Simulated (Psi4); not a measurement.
# revPBE/cc-pVDZ run of GeNH2F (SMILES [NH2][Ge][F]), part 2 of 2

Psi4 1.11.

### Step 3. The doublet cation, same level

File fgeh2n.py:

```python
import psi4

psi4.set_memory(1600000000)
psi4.set_num_threads(1)
psi4.core.set_output_file('psi4.out', False)

geom = psi4.geometry("""
1 2
N
Ge 1 1.810891
F 2 1.768264 1 94.51926
H 1 1.007652 2 124.03121 3 179.97989
H 1 1.009603 4 113.29394 2 -179.99791
symmetry c1
""")

options = {'basis': 'cc-pVDZ', 'reference': 'uks', 'puream': True, 'e_convergence': 1e-09, 'd_convergence': 1e-08, 'scf_type': 'pk', 'dft_radial_points': 99, 'dft_spherical_points': 590, 'maxiter': 200}
psi4.set_options(options)

energy_value, wavefunction = psi4.energy('REVPBE', return_wfn=True)
psi4.oeprop(wavefunction, 'WIBERG_LOWDIN_INDICES', 'MAYER_INDICES', 'QUADRUPOLE', title='REVPBE')
print(f'total energy {energy_value:.8f} hartree = {energy_value * 27.211386:.5f} eV')
```

Launch:

```console
$ python fgeh2n.py
```

psi4.out:

```text
=> Loading Basis Set <=

    Name: CC-PVDZ
    Role: ORBITAL
    Keyword: BASIS

         ---------------------------------------------------------
                                   SCF
                              UKS Reference
                        1 Threads,   1525 MiB Core
         ---------------------------------------------------------

  ==> Geometry <==

    Molecular point group: c1
    Full point group: C1

    Geometry (in Angstrom), charge = 1, multiplicity = 2:

       Center              X                  Y                   Z               Mass
    ------------   -----------------  -----------------  -----------------  -----------------
         N           -0.000000360850     0.307555887470    -1.558649187981    14.003074004430
         GE          -0.000000360850     0.307555887470     0.252241812019    73.921177761000
         F           -0.000000360850    -1.455210408855     0.391570768948    18.998403162730
         H           -0.000293459997     1.142630147332    -2.122575998580     1.007825032230
         H            0.000331743515    -0.542275191992    -2.103704454626     1.007825032230

  Running in c1 symmetry.

  Rotational constants: A =      0.45197  B =      0.26548  C =      0.16724 [cm^-1]
  Rotational constants: A =  13549.76700  B =   7958.88787  C =   5013.84570 [MHz]
  Nuclear repulsion =  188.583794277643932

  Charge       = 1
  Multiplicity = 2
  Electrons    = 49
  Nalpha       = 25
  Nbeta        = 24

  ==> Algorithm <==

  SCF Algorithm Type is PK.
  DIIS enabled.
  MOM disabled.
  Fractional occupation disabled.
  Guess Type is SAD.
  Energy threshold   = 1.00e-09
  Density threshold  = 1.00e-08
  Integral threshold = 1.00e-12

  ==> Primary Basis <==

  Basis Set: CC-PVDZ
    Blend: CC-PVDZ
    Number of shells: 29
    Number of basis functions: 65
    Number of Cartesian functions: 69
    Spherical Harmonics?: true
    Max angular momentum: 2

  ==> DFT Potential <==

   => LibXC <=

    Version 7.1.2

   => Composite Functional: REVPBE <=

    revPBE GGA Exchange-Correlation Functional

    Deriv               =              1
    GGA                 =           TRUE
    Meta                =          FALSE

    Exchange Hybrid     =          FALSE
    MP2 Hybrid          =          FALSE

   => Exchange Functionals <=

    1.0000   XC_GGA_X_PBE_R

   => Correlation Functionals <=

    1.0000     XC_GGA_C_PBE

   => LibXC Density Thresholds  <==

    XC_GGA_C_PBE:  1.00E-12
    XC_GGA_X_PBE_R:  1.00E-15

   => Molecular Quadrature <=

    Radial Scheme          =       TREUTLER
    Pruning Scheme         =           NONE
    Nuclear Scheme         =       TREUTLER

    Blocking Scheme        =         OCTREE
    BS radius alpha        =              1
    Pruning alpha          =              1
    Radial Points          =             99
    Spherical Points       =            590
    Total Points           =         278409
    Total Blocks           =           2048
    Max Points             =            256
    Max Functions          =             65
    Weights Tolerance      =       1.00E-15

  ==> Integral Setup <==

  Using in-core PK algorithm.
   Calculation information:
      Number of atoms:                   5
      Number of AO shells:              29
      Number of primitives:            144
      Number of atomic orbitals:        69
      Number of basis functions:        65

      Integral cutoff                 1.00e-12
      Number of threads:                 1

  Performing in-core PK
  Using 4603170 doubles for integral storage.
  We computed 93974 shell quartets total.
  Whereas there are 94830 unique shell quartets.

  ==> DiskJK: Disk-Based J/K Matrices <==

    J tasked:                  Yes
    K tasked:                   No
    wK tasked:                  No
    Memory [MiB]:              676
    Schwarz Cutoff:          1E-12

  Cached 100.0% of DFT collocation blocks in 0.457 [GiB].

  Minimum eigenvalue in the overlap matrix is 2.3309987088E-02.
  Reciprocal condition number of the overlap matrix is 5.4127009782E-03.
    Using symmetric orthogonalization.

  ==> Pre-Iterations <==

  SCF Guess: Superposition of Atomic Densities via on-the-fly atomic UHF (no occupation information).

   -------------------------
    Irrep   Nso     Nmo
   -------------------------
     A         65      65
   -------------------------
    Total      65      65
   -------------------------

  ==> Iterations <==

                        Total Energy        Delta E     RMS |[F,P]|

   @UKS iter SAD: -2228.91826016661480   -2.22892e+03   0.00000e+00
   @UKS iter   1: -2231.53653528370842   -2.61828e+00   1.92207e-02 DIIS/ADIIS
   @UKS iter   2: -2230.26572263830303    1.27081e+00   3.07020e-02 DIIS/ADIIS
   @UKS iter   3: -2232.04290543195384   -1.77718e+00   9.33559e-03 DIIS/ADIIS
   @UKS iter   4: -2231.94752080462695    9.53846e-02   1.05069e-02 DIIS/ADIIS
   @UKS iter   5: -2232.23882588887591   -2.91305e-01   2.38449e-03 DIIS/ADIIS
   @UKS iter   6: -2232.16335393822055    7.54720e-02   5.01871e-03 DIIS/ADIIS
   @UKS iter   7: -2232.19036542969889   -2.70115e-02   4.07440e-03 DIIS/ADIIS
   @UKS iter   8: -2232.23915745992463   -4.87920e-02   2.42095e-03 DIIS/ADIIS
   @UKS iter   9: -2232.24222707053832   -3.06961e-03   2.16989e-03 DIIS/ADIIS
   @UKS iter  10: -2232.25026439827934   -8.03733e-03   1.44448e-03 DIIS/ADIIS
   @UKS iter  11: -2232.17050794447323    7.97565e-02   4.90836e-03 DIIS/ADIIS
   @UKS iter  12: -2232.17942235907503   -8.91441e-03   4.66692e-03 DIIS/ADIIS
   @UKS iter  13: -2232.24864358959167   -6.92212e-02   1.67562e-03 DIIS/ADIIS
   @UKS iter  14: -2232.25491686481382   -6.27328e-03   6.76560e-04 DIIS/ADIIS
   @UKS iter  15: -2232.24634086549349    8.57600e-03   1.85191e-03 DIIS/ADIIS
   @UKS iter  16: -2232.25663960217571   -1.02987e-02   2.34818e-04 DIIS/ADIIS
   @UKS iter  17: -2232.25449491627887    2.14469e-03   8.95690e-04 DIIS/ADIIS
   @UKS iter  18: -2232.25575138422892   -1.25647e-03   6.15409e-04 DIIS/ADIIS
   @UKS iter  19: -2232.25637905969779   -6.27675e-04   4.13347e-04 DIIS/ADIIS
   @UKS iter  20: -2232.25686485063807   -4.85791e-04   9.68870e-05 DIIS
   @UKS iter  21: -2232.25689207852884   -2.72279e-05   2.11386e-05 DIIS
   @UKS iter  22: -2232.25689319357480   -1.11505e-06   9.28494e-06 DIIS
   @UKS iter  23: -2232.25689339322935   -1.99655e-07   4.31231e-06 DIIS
   @UKS iter  24: -2232.25689344739249   -5.41631e-08   7.13915e-07 DIIS
   @UKS iter  25: -2232.25689344845568   -1.06320e-09   4.05222e-07 DIIS
   @UKS iter  26: -2232.25689344891816   -4.62478e-10   1.16598e-07 DIIS
   @UKS iter  27: -2232.25689344895591   -3.77440e-11   6.77154e-09 DIIS
  Energy and wave function converged.

  ==> Post-Iterations <==

   Electrons on quadrature grid:
      Nalpha   =   25.0000002589 ; deviation = 2.589e-07
      Nbeta    =   24.0000003185 ; deviation = 3.185e-07
      Ntotal   =   49.0000005774 ; deviation = 5.774e-07

   @Spin Contamination Metric:   4.659018738E-03
   @S^2 Expected:                7.500000000E-01
   @S^2 Observed:                7.546590187E-01
   @S   Expected:                5.000000000E-01
   @S   Observed:                5.000000000E-01

    Orbital Energies [Eh]
    ---------------------

    Alpha Occupied:

       1A   -397.447370     2A    -49.529225     3A    -44.137034
       4A    -44.135455     5A    -44.134865     6A    -24.518731
       7A    -14.295164     8A     -6.316493     9A     -4.532062
      10A     -4.528159    11A     -4.525844    12A     -1.436618
      13A     -1.429597    14A     -1.427866    15A     -1.426399
      16A     -1.424157    17A     -1.290186    18A     -1.047131
      19A     -0.754655    20A     -0.707448    21A     -0.638784
      22A     -0.583688    23A     -0.576071    24A     -0.532292
      25A     -0.508336

    Alpha Virtual:

      26A     -0.342498    27A     -0.264180    28A     -0.200978
      29A     -0.125220    30A     -0.105174    31A     -0.002030
      32A      0.048352    33A      0.069344    34A      0.090461
      35A      0.109176    36A      0.133788    37A      0.140956
      38A      0.225940    39A      0.278183    40A      0.412634
      41A      0.421434    42A      0.482850    43A      0.561198
      44A      0.688032    45A      0.832224    46A      0.912834
      47A      0.968389    48A      0.997769    49A      1.025242
      50A      1.169258    51A      1.314139    52A      1.430885
      53A      1.673589    54A      1.705142    55A      1.757758
      56A      1.853078    57A      1.894726    58A      2.062204
      59A      2.444221    60A      2.554639    61A      3.224314
      62A      3.229540    63A      3.248200    64A      3.263988
      65A      3.369525

    Beta Occupied:

       1A   -397.446504     2A    -49.528720     3A    -44.136544
       4A    -44.134765     5A    -44.133922     6A    -24.513949
       7A    -14.289560     8A     -6.315224     9A     -4.530483
      10A     -4.527008    11A     -4.524201    12A     -1.433547
      13A     -1.426529    14A     -1.425543    15A     -1.423406
      16A     -1.421285    17A     -1.279405    18A     -1.033453
      19A     -0.740174    20A     -0.701423    21A     -0.620257
      22A     -0.577422    23A     -0.565970    24A     -0.493585

    Beta Virtual:

      25A     -0.488268    26A     -0.320412    27A     -0.244279
      28A     -0.186451    29A     -0.114729    30A     -0.100581
      31A      0.009853    32A      0.056117    33A      0.082482
      34A      0.099491    35A      0.131585    36A      0.151572
      37A      0.165244    38A      0.243182    39A      0.284915
      40A      0.421672    41A      0.441907    42A      0.499130
      43A      0.576243    44A      0.696074    45A      0.837606
      46A      0.927468    47A      0.973737    48A      1.004161
      49A      1.038215    50A      1.179476    51A      1.318400
      52A      1.436553    53A      1.682087    54A      1.718785
      55A      1.773822    56A      1.862307    57A      1.907362
      58A      2.073633    59A      2.452962    60A      2.562908
      61A      3.236371    62A      3.240730    63A      3.255612
      64A      3.277766    65A      3.382328

    Final Occupation by Irrep:
              A
    DOCC [    24 ]
    SOCC [     1 ]
    NA   [    25 ]
    NB   [    24 ]

  @UKS Final Energy: -2232.25689344895591

   => Energetics <=

    Nuclear Repulsion Energy =            188.5837942776439320
    One-Electron Energy =               -3470.4843460551351200
    Two-Electron Energy =                1146.2588817038590605
    DFT Exchange-Correlation Energy =     -96.6152233753238221
    Empirical Dispersion Energy =           0.0000000000000000
    VV10 Nonlocal Energy =                  0.0000000000000000
    Total Energy =                      -2232.2568934489559069

  UHF NO Occupations:
  HONO-2 :   23  A 1.9997359
  HONO-1 :   24  A 1.9981746
  HONO-0 :   25  A 1.0000000
  LUNO+0 :   26  A 0.0018254
  LUNO+1 :   27  A 0.0002641
  LUNO+2 :   28  A 0.0001283
  LUNO+3 :   29  A 0.0000383

Computation Completed

Properties will be evaluated at   0.000000,   0.000000,   0.000000 [a0]

Properties computed using the SCF density matrix

 Multipole Moments:

 ------------------------------------------------------------------------------------
     Multipole            Electronic (a.u.)      Nuclear  (a.u.)        Total (a.u.)
 ------------------------------------------------------------------------------------

 L = 1.  Multiply by 2.5417464519 to convert [e a0] to [Debye]
 Dipole X            :         -0.0898726            0.0000396           -0.0898330
 Dipole Y            :          2.0575856           -0.9483763            1.1092093
 Dipole Z            :          5.7252599           -6.6914255           -0.9661656
 Magnitude           :                                                    1.4737338

 ------------------------------------------------------------------------------------

	total time  =         24 seconds =       0.40 minutes

Properties will be evaluated at   0.000000,   0.000000,   0.000000 [a0]

Properties computed using the REVPBE density matrix

 Multipole Moments:

 ------------------------------------------------------------------------------------
     Multipole            Electronic (a.u.)      Nuclear  (a.u.)        Total (a.u.)
 ------------------------------------------------------------------------------------

 L = 1.  Multiply by 2.5417464519 to convert [e a0] to [Debye]
 Dipole X            :         -0.0898726            0.0000396           -0.0898330
 Dipole Y            :          2.0575856           -0.9483763            1.1092093
 Dipole Z            :          5.7252599           -6.6914255           -0.9661656
 Magnitude           :                                                    1.4737338

 L = 2.  Multiply by 1.3450342976 to convert [e a0^2] to [Debye ang]
 Quadrupole XX       :        -17.9365357            0.0000007          -17.9365350
 Quadrupole XY       :         -0.1669720           -0.0018384           -0.1688105
 Quadrupole XZ       :         -0.0640937           -0.0002687           -0.0643624
 Quadrupole YY       :       -103.7854687           86.9462737          -16.8391949
 Quadrupole YZ       :         25.9697739          -26.0187245           -0.0489506
 Quadrupole ZZ       :       -115.6585157          104.8200059          -10.8385098
 Traceless XX        :         61.1903043          -63.9220928           -2.7317884
 Traceless YY        :        -24.6586286           23.0241803           -1.6344484
 Traceless ZZ        :        -36.5316757           40.8979125            4.3662368

 ------------------------------------------------------------------------------------

  Mayer Bond Indices:

  Total Bond Index:
  Irrep: 1 Size: 5 x 5

                 1                   2                   3                   4                   5

    1     0.00000000000000     1.40054293543651     0.09637661420366     0.94711086503748     0.93777275272736
    2     1.40054293543651     0.00000000000000     1.15972804056276     0.02492947347986     0.03922822494055
    3     0.09637661420366     1.15972804056276     0.00000000000000     0.00863637918212     0.01131760329944
    4     0.94711086503748     0.02492947347986     0.00863637918212     0.00000000000000     0.00993752594128
    5     0.93777275272736     0.03922822494055     0.01131760329944     0.00993752594128     0.00000000000000

  Alpha Contribution:
  Irrep: 1 Size: 5 x 5

                 1                   2                   3                   4                   5

    1     0.00000000000000     0.64176207286445     0.01581846096998     0.47728437579179     0.47481212942308
    2     0.64176207286445     0.00000000000000     0.50397923534542     0.01170409586953     0.01875700107489
    3     0.01581846096998     0.50397923534542     0.00000000000000     0.00272297013712     0.00574769554736
    4     0.47728437579179     0.01170409586953     0.00272297013712     0.00000000000000     0.00513859278250
    5     0.47481212942308     0.01875700107489     0.00574769554736     0.00513859278250     0.00000000000000

  Beta Contribution:
  Irrep: 1 Size: 5 x 5

                 1                   2                   3                   4                   5

    1     0.00000000000000     0.75878086257206     0.08055815323367     0.46982648924569     0.46296062330429
    2     0.75878086257206     0.00000000000000     0.65574880521734     0.01322537761033     0.02047122386567
    3     0.08055815323367     0.65574880521734     0.00000000000000     0.00591340904500     0.00556990775208
    4     0.46982648924569     0.01322537761033     0.00591340904500     0.00000000000000     0.00479893315878
    5     0.46296062330429     0.02047122386567     0.00556990775208     0.00479893315878     0.00000000000000

  Atomic Valences:

 #  #
 Irrep: 1
      1:    3.381803167405015
      2:    2.624428674419681
      3:    1.276058637247971
      4:    0.990614243640735
      5:    0.998256106908630

  Wiberg Bond Indices using Orthogonal Lowdin Orbitals:

  Total Bond Index:
  Irrep: 1 Size: 5 x 5

                 1                   2                   3                   4                   5

    1     0.00000000000000     1.62109888344871     0.11707904008947     1.02044497755486     1.00693478146730
    2     1.62109888344871     0.00000000000000     1.46910686694303     0.07453247632018     0.08502628000845
    3     0.11707904008947     1.46910686694303     0.00000000000000     0.01297301592484     0.01392745863480
    4     1.02044497755486     0.07453247632018     0.01297301592484     0.00000000000000     0.04627018058640
    5     1.00693478146730     0.08502628000845     0.01392745863480     0.04627018058640     0.00000000000000

  Alpha Contribution:
  Irrep: 1 Size: 5 x 5

                 1                   2                   3                   4                   5

    1     0.00000000000000     0.77750785878320     0.03083838249601     0.51754058476046     0.51451464028780
    2     0.77750785878320     0.00000000000000     0.66338927071700     0.03723119641207     0.04197435625271
    3     0.03083838249601     0.66338927071700     0.00000000000000     0.00480776725548     0.00597929304977
    4     0.51754058476046     0.03723119641207     0.00480776725548     0.00000000000000     0.02433645686751
    5     0.51451464028780     0.04197435625271     0.00597929304977     0.02433645686751     0.00000000000000

  Beta Contribution:
  Irrep: 1 Size: 5 x 5

                 1                   2                   3                   4                   5

    1     0.00000000000000     0.84359102466552     0.08624065759345     0.50290439279439     0.49242014117950
    2     0.84359102466552     0.00000000000000     0.80571759622603     0.03730127990811     0.04305192375574
    3     0.08624065759345     0.80571759622603     0.00000000000000     0.00816524866935     0.00794816558503
    4     0.50290439279439     0.03730127990811     0.00816524866935     0.00000000000000     0.02193372371889
    5     0.49242014117950     0.04305192375574     0.00794816558503     0.02193372371889     0.00000000000000

  Atomic Valences:

 #  #
 Irrep: 1
      1:    3.765557682560336
      2:    3.249764506720366
      3:    1.613086381592128
      4:    1.154220650386270
      5:    1.152158700696949
```

Standard output:

```text
total energy -2232.25689345 hartree = -60742.80398 eV
```

It took 25 s on 1 thread of Intel Xeon Platinum 8488C (Sapphire Rapids), shared host; peak memory 0.92 GiB.

### Step 4. Outcome

This closing draws on all 2 parts.

At revPBE/cc-pVDZ:

| quantity | value |
| --- | --- |
| singlet GeNH2F: total energy | -2232.61585 Eh |
| singlet GeNH2F: dipole moment | 2.51 D |
| singlet GeNH2F: HOMO energy | -6.21 eV |
| singlet GeNH2F: LUMO energy | -1.92 eV |
| singlet GeNH2F: HOMO–LUMO gap | 4.30 eV |
| doublet cation: total energy | -2232.25689 Eh |
| doublet cation: HOMO energy (highest over α and β) | -13.43 eV |
| doublet cation: LUMO energy (lowest over α and β) | -13.29 eV |
| doublet cation: ⟨S²⟩ | 0.755 |
| vertical ionisation energy (to the doublet cation) | 9.768 eV |

What this shows: The vertical ionisation energy comes to 9.77 eV (942 kJ/mol). −ε(HOMO) before ionisation, 6.21 eV, is 3.55 eV below this ionisation energy.
